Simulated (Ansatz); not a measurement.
# GaGe: the cost of one run

Computed with Ansatz 0.2.0 (DFT PBEsol, scalar-relativistic, plane waves, PAW, unless a step's input says otherwise).

1 further run of the same task is left out (it didn't finish).

**1. The system as given**

It takes space group F-43m (No. 216, cubic). Conventional cell: a = 5.796 Å, b = 5.796 Å, c = 5.796 Å, α = 90.00°, β = 90.00°, γ = 90.00°. Around Ga (site symmetry -43m) lie 4 Ge at 2.51 Å. Ge (site symmetry -43m) is surrounded by 4 Ga at 2.51 Å.

As a file:

```
CELL_PARAMETERS angstrom
0.00000 2.89784 2.89784
2.89784 0.00000 2.89784
2.89784 2.89784 0.00000
ATOMIC_POSITIONS crystal
Ga 0.75000 0.75000 0.75000
Ge 0.00000 0.00000 0.00000
```

The structure comes from the Materials Project (structure only).

**2. A distortion that keeps the symmetry**

Against the listed cell: strain xx, yy, zz, yz, xz, xy = -3.7, -3.7, -3.7, +0.0, +0.0, +0.0 %.

Input file input.yaml:

```yaml
crystal:
  lattice:
    - [0.0, 2.790160117, 2.790160117]
    - [2.790160117, 0.0, 2.790160117]
    - [2.790160117, 2.790160117, 0.0]
  atoms:
    - { symbol: Ga, position: [0.75, 0.75, 0.75] }
    - { symbol: Ge, position: [0.0, 0.0, 0.0] }
basis:
  ecutwfc: 420
kpoints:
  mp_grid: { grid: [12, 12, 12] }
hamiltonian:
  xc: pbesol
scf:
  occupations: { method: gaussian, width: 0.1 }
output:
  forces: true
  stress: true
  eigenvalues: true
  populations: true
```

Run with:

```sh
$ ansatz run input.yaml --threads 1 --pin off --max-ram 1331MiB --backend cpu --events-out ev --progress --plain --runs-dir out
```

Q: Estimate wall time and peak memory on 1 thread of an x86-64 CPU, shared host.

About 11 s, with a peak of 0.38 GiB.
